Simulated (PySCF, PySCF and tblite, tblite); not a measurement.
# C₅H₉ClGe: a path driven as ring inversion, and NMR exchange, part 2 of 2

PySCF and tblite. Atoms count from 0. Earlier steps stand in the parts before.

## 9. The path in numbers

Job settings and geometry (Å):

```
{"job": {"smiles": "C=C[C]1(Cl)C[CH2][GeH2]1", "charge": 0, "mult": 1, "motion": "ring", "what": "4-membered ring", "atoms": [2, 4, 5, 6], "ring": [2, 4, 5, 6], "study": "path", "level": {"kind": "nmr", "xc": "PBE0", "basis": "pcSseg-1"}, "fields": [80, 270, 600], "first": 1, "seed": 66, "kind": "path"}, "charge": 0, "multiplicity": 1}
C      2.058235    -1.484239    -0.133327
C      1.694436    -0.216052    -0.093894
C      0.294796     0.218622     0.094600
Cl     0.136971     0.869395     1.769983
C     -0.234390     1.274527    -0.884249
C     -1.742830     0.972628    -0.869455
Ge    -1.379196    -0.858628    -0.170690
H      3.082884    -1.786958    -0.262958
H      1.325853    -2.272451    -0.029392
H      2.424247     0.579834    -0.186268
H      0.023060     2.299296    -0.615624
H      0.186103     1.060653    -1.869171
H     -2.228381     1.099508    -1.833953
H     -2.262896     1.590326    -0.139812
H     -2.057931    -1.370693     1.074021
H     -1.328561    -1.966824    -1.202349
```

Log:

```text
stationary points (kcal/mol above the start)
  n  kind          group   xTB      DFT    lowest mode
  0  minimum      C1       0.00     0.00      64.0
  1  saddle       C1       1.49     1.85     -65.9
  2  minimum      C1       1.32     0.77      42.7

GFN2-xTB energies: T/K, barrier G, reaction G (kcal/mol), k forward, k back (1/s)
 150.00     1.55     1.27   1.75e+10   1.25e+12
 200.00     1.64     1.27    6.7e+10   1.62e+12
 250.00     1.75     1.26   1.52e+11   1.93e+12
 298.15     1.88     1.26   2.61e+11   2.19e+12
 350.00     2.02     1.26   3.97e+11   2.44e+12
 400.00     2.18     1.27   5.39e+11   2.66e+12
 500.00     2.51     1.29   8.33e+11   3.04e+12

PBE0/pcSseg-1 + D3(BJ) energies: T/K, barrier G, reaction G (kcal/mol), k forward, k back (1/s)
 150.00     1.91     0.72   5.17e+09   5.87e+10
 200.00     2.00     0.72   2.69e+10   1.63e+11
 250.00     2.12     0.71   7.33e+10   3.07e+11
 298.15     2.24     0.71   1.41e+11   4.69e+11
 350.00     2.39     0.71   2.35e+11   6.57e+11
 400.00     2.54     0.72   3.41e+11   8.43e+11
 500.00     2.87     0.74   5.78e+11   1.21e+12
```

It took 88 s on 1 thread of Arm Neoverse V2, shared host; peak memory 1 GiB. This counts the whole study up to here.

Barriers by level (kcal/mol; entropies in cal/(mol K)). Zero-point and thermal terms come from xTB in every row. ΔG‡ leaves symmetry out; the rate counts one path; effective ΔG‡, where given, is the barrier that would give that rate by Eyring's equation alone:

```csv
level,ΔE‡,with zero-point,ΔH‡,ΔS‡,ΔG‡ (298 K),ΔE of reaction,k at 298 K (1/s),effective ΔG‡
GFN2-xTB,1.49,1.42,0.96,-3.1,1.88,1.32,2.6e+11,1.88
PBE0/pcSseg-1 + D3(BJ),1.85,1.78,1.33,-3.1,2.24,0.77,1.4e+11,2.24
```

Sites that the driver pairs across this motion, and where their lines would merge (no couplings; faster rotations or exchange between molecules can average them sooner):

```csv
nucleus,sites: shielding (ppm),proton frequency (MHz),spread (Hz),coalescence (K),lines at 298 K
¹³C,C2: 109.1; C2 (end): 112.3,600,481,below 40,–
¹H,H13: 29.33; H13 (end): 30.09,600,451,below 40,–
¹H,H10: 29.28; H10 (end): 28.73,600,329,below 40,–
¹³C,C4: 142.6; C4 (end): 140.6,600,302,below 40,–
¹³C,C0: 62.1; C0 (end): 60.3,600,283,below 40,–
¹³C,C5: 174.2; C5 (end): 175.1,600,143,below 40,–
¹H,H8: 26.30; H8 (end): 26.07,600,141,below 40,–
¹³C,C1: 36.6; C1 (end): 36.1,600,83,below 40,–
```

Rows that set an atom against itself at the end compare its shielding in the two forms.

## 10. Shieldings, start: BHandHLYP/pcSseg-1

Job settings and geometry (Å):

```
{"job": {"kind": "nmr", "xc": "BHandHLYP", "basis": "pcSseg-1", "pop": false}, "charge": 0, "multiplicity": 1}
C      2.058235    -1.484239    -0.133327
C      1.694436    -0.216052    -0.093894
C      0.294796     0.218622     0.094600
Cl     0.136971     0.869395     1.769983
C     -0.234390     1.274527    -0.884249
C     -1.742830     0.972628    -0.869455
Ge    -1.379196    -0.858628    -0.170690
H      3.082884    -1.786958    -0.262958
H      1.325853    -2.272451    -0.029392
H      2.424247     0.579834    -0.186268
H      0.023060     2.299296    -0.615624
H      0.186103     1.060653    -1.869171
H     -2.228381     1.099508    -1.833953
H     -2.262896     1.590326    -0.139812
H     -2.057931    -1.370693     1.074021
H     -1.328561    -1.966824    -1.202349
```

Log:

```text
coarse grid: 61880 points
cycle   1  E = -2732.6068118421  dE =  3.290e-01  |g| = 7.550e-01  |ddm| = 3.739e+00
cycle   2  E = -2732.6283717506  dE = -2.156e-02  |g| = 6.318e-01  |ddm| = 8.539e-01
cycle   3  E = -2732.6708867352  dE = -4.251e-02  |g| = 6.990e-02  |ddm| = 4.524e-01
cycle   4  E = -2732.6715524784  dE = -6.657e-04  |g| = 3.561e-02  |ddm| = 9.712e-02
cycle   5  E = -2732.6718642427  dE = -3.118e-04  |g| = 7.954e-03  |ddm| = 4.225e-02
cycle   6  E = -2732.6718782877  dE = -1.405e-05  |g| = 2.574e-03  |ddm| = 1.045e-02
cycle   7  E = -2732.6718798998  dE = -1.612e-06  |g| = 4.221e-04  |ddm| = 2.898e-03
final grid: 129176 points
cycle   8  E = -2732.6718289953  dE = -5.326e-08  |g| = 3.743e-04  |ddm| = 1.651e-03
cycle   9  E = -2732.6718289970  dE = -1.690e-09  |g| = 3.817e-04  |ddm| = 7.158e-04
cycle  10  E = -2732.6718290336  dE = -3.653e-08  |g| = 1.887e-05  |ddm| = 3.405e-04
cycle  11  E = -2732.6718290337  dE = -1.255e-10  |g| = 1.113e-05  |ddm| = 4.629e-05
converged SCF energy = -2732.6718290337

GIAO shielding tensors (ppm)
atom      isotropic    diamagn.    paramagn.     s11        s22        s33       span
  0 C       61.187     254.542    -193.355    -53.772     79.748    157.583    211.355
  1 C       34.664     251.967    -217.303    -95.216     50.796    148.412    243.628
  2 C      110.138     248.093    -137.955    101.729    110.709    117.975     16.245
  3 Cl     728.399    1149.049    -420.649    497.541    659.052   1028.604    531.063
  4 C      142.793     248.355    -105.562    121.247    137.531    169.603     48.356
  5 C      174.303     250.015     -75.712    151.485    175.187    196.239     44.754
  6 Ge    1458.886    2754.766   -1295.880   1370.241   1457.623   1548.793    178.552
  7 H       26.551      28.419      -1.868     24.029     25.123     30.501      6.472
  8 H       26.598      32.423      -5.824     22.819     24.995     31.980      9.161
  9 H       25.553      30.665      -5.112     23.245     24.431     28.984      5.739
 10 H       29.503      30.946      -1.444     25.350     27.487     35.671     10.321
 11 H       29.485      31.820      -2.335     25.521     28.492     34.442      8.921
 12 H       30.314      29.572       0.742     25.881     26.454     38.608     12.728
 13 H       29.618      30.040      -0.423     25.690     27.388     35.776     10.086
 14 H       27.034      29.286      -2.252     20.591     22.444     38.068     17.477
 15 H       26.915      29.570      -2.655     20.971     21.938     37.837     16.865
```

Wall time 23 s (1 thread of Arm Neoverse V2, shared host); peak memory 1 GiB.

In short: HOMO -8.58 eV, LUMO 0.88 eV; dipole 2.03 D.

## 11. Single-point energy, saddle of leg 1: BHandHLYP/pcSseg-1

Job settings and geometry (Å):

```
{"job": {"kind": "sp", "xc": "BHandHLYP", "basis": "pcSseg-1", "pop": false}, "charge": 0, "multiplicity": 1}
C      1.937367    -1.511922    -0.040015
C      1.629212    -0.235993     0.098919
C      0.311458     0.251256     0.570270
Cl     0.524119     0.753969     2.289191
C     -0.281424     1.409102    -0.260129
C     -1.592726     0.801208    -0.800431
Ge    -1.380514    -0.814252     0.342866
H      2.911155    -1.834600    -0.366021
H      1.217579    -2.286754     0.180527
H      2.361640     0.536585    -0.105476
H     -0.476238     2.276399     0.368376
H      0.397545     1.718009    -1.056142
H     -1.531148     0.585088    -1.865669
H     -2.461249     1.434474    -0.636580
H     -2.205486    -0.906500     1.598161
H     -1.361290    -2.176070    -0.317848
```

Log:

```text
coarse grid: 61880 points
cycle   1  E = -2732.6037141652  dE =  2.972e-01  |g| = 7.554e-01  |ddm| = 3.744e+00
cycle   2  E = -2732.6254547680  dE = -2.174e-02  |g| = 6.327e-01  |ddm| = 8.491e-01
cycle   3  E = -2732.6682628792  dE = -4.281e-02  |g| = 7.009e-02  |ddm| = 4.445e-01
cycle   4  E = -2732.6689313434  dE = -6.685e-04  |g| = 3.719e-02  |ddm| = 9.965e-02
cycle   5  E = -2732.6692730819  dE = -3.417e-04  |g| = 7.818e-03  |ddm| = 4.275e-02
cycle   6  E = -2732.6692868238  dE = -1.374e-05  |g| = 2.637e-03  |ddm| = 1.057e-02
cycle   7  E = -2732.6692885026  dE = -1.679e-06  |g| = 4.173e-04  |ddm| = 3.154e-03
final grid: 129176 points
cycle   8  E = -2732.6692387157  dE = -5.411e-08  |g| = 3.582e-04  |ddm| = 1.525e-03
cycle   9  E = -2732.6692387179  dE = -2.192e-09  |g| = 3.644e-04  |ddm| = 6.619e-04
cycle  10  E = -2732.6692387507  dE = -3.276e-08  |g| = 1.759e-05  |ddm| = 3.113e-04
cycle  11  E = -2732.6692387508  dE = -1.605e-10  |g| = 9.263e-06  |ddm| = 5.212e-05
converged SCF energy = -2732.6692387508
```

Run time: 11 s. Hardware: 1 thread of Arm Neoverse V2, shared host; peak memory 0.77 GiB.

This run: HOMO -8.51 eV, LUMO 0.76 eV; dipole 2.25 D.

## 12. Shieldings, end: BHandHLYP/pcSseg-1

Job settings and geometry (Å):

```
{"job": {"kind": "nmr", "xc": "BHandHLYP", "basis": "pcSseg-1", "pop": false}, "charge": 0, "multiplicity": 1}
C      1.857835    -1.495897    -0.504567
C      1.580328    -0.222117    -0.297753
C      0.317046     0.272678     0.301389
Cl     0.696142     0.759362     1.992814
C     -0.327355     1.432328    -0.480719
C     -1.459416     0.704633    -1.227556
Ge    -1.382335    -0.787554     0.087171
H      2.796436    -1.815526    -0.923950
H      1.152861    -2.272413    -0.246446
H      2.306007     0.546414    -0.538710
H     -0.742301     2.159356     0.216563
H      0.374276     1.951694    -1.135165
H     -1.135402     0.382211    -2.216175
H     -2.365662     1.294139    -1.339924
H     -2.288318    -0.663543     1.282336
H     -1.399276    -2.229698    -0.373835
```

Log:

```text
coarse grid: 61880 points
cycle   1  E = -2732.6053072905  dE =  3.101e-01  |g| = 7.546e-01  |ddm| = 3.738e+00
cycle   2  E = -2732.6274501518  dE = -2.214e-02  |g| = 6.311e-01  |ddm| = 8.514e-01
cycle   3  E = -2732.6697266269  dE = -4.228e-02  |g| = 6.953e-02  |ddm| = 4.434e-01
cycle   4  E = -2732.6703854820  dE = -6.589e-04  |g| = 3.622e-02  |ddm| = 9.883e-02
cycle   5  E = -2732.6707093362  dE = -3.239e-04  |g| = 7.994e-03  |ddm| = 4.175e-02
cycle   6  E = -2732.6707237482  dE = -1.441e-05  |g| = 2.701e-03  |ddm| = 1.079e-02
cycle   7  E = -2732.6707254950  dE = -1.747e-06  |g| = 4.326e-04  |ddm| = 3.285e-03
final grid: 129176 points
cycle   8  E = -2732.6706519655  dE = -7.880e-08  |g| = 3.819e-04  |ddm| = 1.890e-03
cycle   9  E = -2732.6706519686  dE = -3.094e-09  |g| = 3.893e-04  |ddm| = 7.266e-04
cycle  10  E = -2732.6706520057  dE = -3.709e-08  |g| = 2.055e-05  |ddm| = 3.270e-04
cycle  11  E = -2732.6706520059  dE = -2.010e-10  |g| = 1.193e-05  |ddm| = 6.255e-05
converged SCF energy = -2732.6706520059

GIAO shielding tensors (ppm)
atom      isotropic    diamagn.    paramagn.     s11        s22        s33       span
  0 C       59.480     254.673    -195.193    -57.077     78.478    157.039    214.116
  1 C       34.012     253.117    -219.105    -92.207     52.623    141.619    233.826
  2 C      113.426     245.872    -132.445     94.548    114.440    131.291     36.744
  3 Cl     671.698    1148.139    -476.441    387.917    624.537   1002.640    614.722
  4 C      140.979     248.544    -107.566    118.385    130.645    173.907     55.522
  5 C      175.345     250.449     -75.104    153.215    177.967    194.853     41.638
  6 Ge    1464.259    2754.581   -1290.322   1380.876   1447.079   1564.821    183.944
  7 H       26.434      28.562      -2.128     23.798     25.090     30.413      6.614
  8 H       26.382      32.310      -5.927     22.740     24.918     31.489      8.749
  9 H       25.596      30.894      -5.298     23.710     24.413     28.664      4.954
 10 H       29.047      31.893      -2.846     25.069     29.292     32.780      7.710
 11 H       29.459      31.234      -1.775     25.035     28.206     35.135     10.100
 12 H       30.378      30.423      -0.044     26.802     27.259     37.074     10.273
 13 H       30.337      29.581       0.756     25.822     26.412     38.777     12.955
 14 H       27.158      29.367      -2.209     21.078     22.774     37.622     16.544
 15 H       26.852      29.343      -2.491     20.405     22.176     37.975     17.570
```

Wall time 23 s (1 thread of Arm Neoverse V2, shared host); peak memory 0.94 GiB.

Key values: HOMO -8.55 eV, LUMO 0.77 eV; dipole 2.32 D.

## 13. Second level: BHandHLYP/pcSseg-1 + D3(BJ)

Changed since step 9:

```diff
@@ -1,2 +1,2 @@
-{"job": {"smiles": "C=C[C]1(Cl)C[CH2][GeH2]1", "charge": 0, "mult": 1, "motion": "ring", "what": "4-membered ring", "atoms": [2, 4, 5, 6], "ring": [2, 4, 5, 6], "study": "path", "level": {"kind": "nmr", "xc": "PBE0", "basis": "pcSseg-1"}, "fields": [80, 270, 600], "first": 1, "seed": 66, "kind": "path"}, "charge": 0, "multiplicity": 1}
+{"job": {"smiles": "C=C[C]1(Cl)C[CH2][GeH2]1", "charge": 0, "mult": 1, "motion": "ring", "what": "4-membered ring", "atoms": [2, 4, 5, 6], "ring": [2, 4, 5, 6], "study": "path", "level": {"kind": "nmr", "xc": "BHandHLYP", "basis": "pcSseg-1", "wide": true}, "fields": [80, 270, 600], "first": 1, "seed": 66, "kind": "pathvar"}, "charge": 0, "multiplicity": 1}
 C      2.058235    -1.484239    -0.133327
```

Log:

```text
stationary points (kcal/mol above the start)
  n  kind          group   xTB      DFT    lowest mode
  0  minimum      C1       0.00     0.00      64.0
  1  saddle       C1       1.49     1.79     -65.9
  2  minimum      C1       1.32     0.81      42.7

GFN2-xTB energies: T/K, barrier G, reaction G (kcal/mol), k forward, k back (1/s)
 150.00     1.55     1.27   1.75e+10   1.25e+12
 200.00     1.64     1.27    6.7e+10   1.62e+12
 250.00     1.75     1.26   1.52e+11   1.93e+12
 298.15     1.88     1.26   2.61e+11   2.19e+12
 350.00     2.02     1.26   3.97e+11   2.44e+12
 400.00     2.18     1.27   5.39e+11   2.66e+12
 500.00     2.51     1.29   8.33e+11   3.04e+12

PBE0/pcSseg-1 + D3(BJ) energies: T/K, barrier G, reaction G (kcal/mol), k forward, k back (1/s)
 150.00     1.91     0.72   5.17e+09   5.87e+10
 200.00     2.00     0.72   2.69e+10   1.63e+11
 250.00     2.12     0.71   7.33e+10   3.07e+11
 298.15     2.24     0.71   1.41e+11   4.69e+11
 350.00     2.39     0.71   2.35e+11   6.57e+11
 400.00     2.54     0.72   3.41e+11   8.43e+11
 500.00     2.87     0.74   5.78e+11   1.21e+12

BHandHLYP/pcSseg-1 + D3(BJ) energies: T/K, barrier G, reaction G (kcal/mol), k forward, k back (1/s)
 150.00     1.85     0.77    6.2e+09   8.12e+10
 200.00     1.95     0.76   3.08e+10   2.08e+11
 250.00     2.06     0.75   8.18e+10   3.73e+11
 298.15     2.19     0.75   1.55e+11   5.53e+11
 350.00     2.33     0.76   2.55e+11   7.55e+11
 400.00     2.49     0.76   3.65e+11   9.51e+11
 500.00     2.82     0.78    6.1e+11   1.34e+12
```

It took 2.4 min on 1 thread of Arm Neoverse V2, shared host; peak memory 1 GiB. This counts the runs that the step sums up.

Barriers by level (kcal/mol; entropies in cal/(mol K)). Zero-point and thermal terms come from xTB in every row. ΔG‡ leaves symmetry out; the rate counts one path; effective ΔG‡, where given, is the barrier that would give that rate by Eyring's equation alone:

```csv
level,ΔE‡,with zero-point,ΔH‡,ΔS‡,ΔG‡ (298 K),ΔE of reaction,k at 298 K (1/s),effective ΔG‡
GFN2-xTB,1.49,1.42,0.96,-3.1,1.88,1.32,2.6e+11,1.88
PBE0/pcSseg-1 + D3(BJ),1.85,1.78,1.33,-3.1,2.24,0.77,1.4e+11,2.24
BHandHLYP/pcSseg-1 + D3(BJ),1.79,1.72,1.27,-3.1,2.19,0.81,1.6e+11,2.19
```

## 14. Results

The summary covers parts 1 to 2.

```
                        quantity                             value
barrier (PBE0/pcSseg-1 + D3(BJ))  ΔE‡ 1.9, ΔG‡(298 K) 2.2 kcal/mol
              barrier (GFN2-xTB)                  ΔE‡ 1.5 kcal/mol
                   rate at 298 K                       1.4e+11 s⁻¹
                 end of the path       0.8 kcal/mol from the start
```

In words: The barrier is 1.9 kcal/mol at the DFT level (xTB: 1.5); with thermal terms and the count of paths the DFT value gives a rate of 1.4e+11 s⁻¹ at 298 K. An error of 1.4 kcal/mol changes that rate tenfold.
